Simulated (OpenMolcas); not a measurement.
# Ir⁵⁺ among point charges: CASSCF and CASPT2 levels and susceptibility

How does a field of 6 point charges split the states of Ir⁵⁺, and what χT follows?

Program: OpenMolcas 26.06. Level of theory: state-averaged CASSCF and CASPT2, spin-orbit coupling by RASSI with atomic mean-field integrals. These are calculated values, not measurements, unless marked.

## Step 1: What is computed

```
Species                           : Ir⁵⁺ (iridium, Z = 77, 72 electrons)
Basis                             : ANO-RCC-VDZP [7s6p4d2f], 59 functions
Scalar Hamiltonian                : DKH2, point nucleus
Inactive shells                   : 1s 2s 2p 3s 3p 3d 4s 4p 4d 4f 5s 5p
Active space                      : 4 electrons in 5 orbitals (5d)
Some configurations of this space : 5d4
Orbitals                          : optimised for each spin and parity, averaged over all roots
```

Outer shells as boxes (Hund's rule):

5d4
```
5d [↑ ][↑ ][↑ ][↑ ][  ]
```

The ion sits among 6 point charges of -1.2 e arranged as an octahedron (Oh), 1.8 Å from the ion.

Each step is its own input file, run in one work folder so that later steps find the files of earlier ones. Labels, J, g values, rates, χT and fits are worked out afterwards by a script from the matrices that RASSI stores. The input lists half of the charges; inversion (Group=XYZ) makes the rest.

## Step 2: One- and two-electron integrals

a.inp

```
&GATEWAY
Coord
1

Ir 0.0 0.0 0.0
Basis=ANO-RCC-VDZP
Group=XYZ
NoMove
AngMom=0.0 0.0 0.0
AMFI
XField
3 Angstrom 0
1.800000 0.000000 0.000000 -1.200000
0.000000 1.800000 0.000000 -1.200000
0.000000 0.000000 1.800000 -1.200000
&SEWARD
```

## Step 3: Reference wave functions, quintets of even parity, 5 roots

a.inp

```
&RASSCF
FileOrb=start.orb
Symmetry=1
Spin=5
nActEl=4 0 0
Inactive=15 19
Ras2=5 0
CIRoot=5 5 1
SDav=5
CIMx=300
Iter=120 100
PrWF=0.3
OrbListing=Nothing
MaxOrb=0
>>> COPY $Project.JobIph JOB001
```

start.orb holds the contracted functions of the basis, ordered by shell, or the orbitals of the step before.

## Step 4: CASSCF: triplets of even parity, 45 roots

a.inp

```
&RASSCF
FileOrb=start.orb
Symmetry=1
Spin=3
nActEl=4 0 0
Inactive=15 19
Ras2=5 0
CIRoot=45 45 1
SDav=45
CIMx=300
Iter=120 100
PrWF=0.3
OrbListing=Nothing
MaxOrb=0
>>> COPY $Project.JobIph JOB002
```

## Step 5: Reference wave functions, singlets of even parity, 50 roots

a.inp

```
&RASSCF
FileOrb=start.orb
Symmetry=1
Spin=1
nActEl=4 0 0
Inactive=15 19
Ras2=5 0
CIRoot=50 50 1
SDav=50
CIMx=300
Iter=120 100
PrWF=0.3
OrbListing=Nothing
MaxOrb=0
>>> COPY $Project.JobIph JOB003
```

## Step 6: RASSI: spin-orbit coupling between the states

a.inp

```
&RASSI
NrOfJobIphs=3 5 45 50
1 2 3 4 5
1 2 3 4 5 6 7 8 9 10 11 12 13 14 15 16 17 18 19 20 21 22 23 24 25 26 27
28 29 30 31 32 33 34 35 36 37 38 39 40 41 42 43 44 45
1 2 3 4 5 6 7 8 9 10 11 12 13 14 15 16 17 18 19 20 21 22 23 24 25 26 27
28 29 30 31 32 33 34 35 36 37 38 39 40 41 42 43 44 45 46 47 48 49 50
IphNames
JOB001
JOB002
JOB003
EJob
SpinOrbit
DIPRint=1.0
SOCoupling=1000.0
Subsets=2
Property=9
'ANGMOM' 1 'ANGMOM' 2 'ANGMOM' 3 'MLTPL  1' 1 'MLTPL  1' 2 'MLTPL  1' 3
'AMFI' 1 'AMFI' 2 'AMFI' 3
SOProperty=3
'ANGMOM' 1 'ANGMOM' 2 'ANGMOM' 3
```

## Step 7: CASPT2: IPEA 0.25, imaginary shift 0.1 (closed shells correlated: 5s 5p)

a.inp

```
>>> COPY JOB001 $Project.JobIph
&CASPT2
Multistate=5 1 2 3 4 5
NoMult
Frozen=14 16
IPEA=0.25
Imaginary=0.1
MaxIter=60
WThr=0.0 0.3 0.05
PrWF=0.5
NoMix
>>> COPY JOB002 $Project.JobIph
&CASPT2
Multistate=45 1 2 3 4 5 6 7 8 9 10 11 12 13 14 15 16 17 18 19 20 21 22
23 24 25 26 27 28 29 30 31 32 33 34 35 36 37 38 39 40 41 42 43 44 45
NoMult
Frozen=14 16
IPEA=0.25
Imaginary=0.1
MaxIter=60
WThr=0.0 0.3 0.05
PrWF=0.5
NoMix
>>> COPY JOB003 $Project.JobIph
&CASPT2
Multistate=50 1 2 3 4 5 6 7 8 9 10 11 12 13 14 15 16 17 18 19 20 21 22
23 24 25 26 27 28 29 30 31 32 33 34 35 36 37 38 39 40 41 42 43 44 45 46
47 48 49 50
NoMult
Frozen=14 16
IPEA=0.25
Imaginary=0.1
MaxIter=60
WThr=0.0 0.3 0.05
PrWF=0.5
NoMix
```

(Steps that only read results are left out.)

Before running it: what results should come out? Wanted: spin-free ground state; first state of the same spin within the active space; lowest level; next level.

As calculated:

| quantity | value |
| --- | --- |
| method | SS-CASPT2, IPEA 0.25, imaginary shift 0.1 (closed shells correlated: 5s 5p) |
| spin-free ground state | 5E, 2-fold in its orbital part |
| first state of the same spin within the active space | 5T2 at 8240 cm⁻¹ |
| lowest level | 1-fold A1 |
| next level | 5892.3 cm⁻¹ |
| χT at 300 K | 0.05 cm³ K/mol |
| effective moment at 300 K | 0.66 μB |

Cost by method:

```
                                              method  time of its own steps  time with the reference
                                           A. CASSCF                   23 s                     23 s
B. SS-CASPT2, IPEA 0.25, imaginary shift 0.1, +5s 5p                  8.7 s                     31 s
```

Times are of one thread on a shared host.

In words: The spin-free ground state (5E) comes to 100 % from free-ion D terms and keeps the highest spin of the shell. χT at 300 K is 0.05, against 3.01 cm³ K/mol for the spin alone, so spin-orbit coupling lowers it. An active space of the d shell alone favours high spin; real ions in strong fields can be low spin. A ligand-field fit to the states below 45000 cm-1 gives 10Dq = 8392 cm-1, B = 782 cm-1 and C = 3716 cm-1 (C/B = 4.75), with a deviation of 409 cm-1. CASPT2 does not keep the components of a term degenerate, and the means are used. An orbital doublet at a regular site is open to a Jahn-Teller distortion, which this geometry leaves out. The field of point charges can differ much from that of real complexes. With metal d orbitals alone active, the gaps between spin states are rough; where two lie within a few thousand cm-1, their order is open. This is an electrostatic model: the charges have no orbitals.
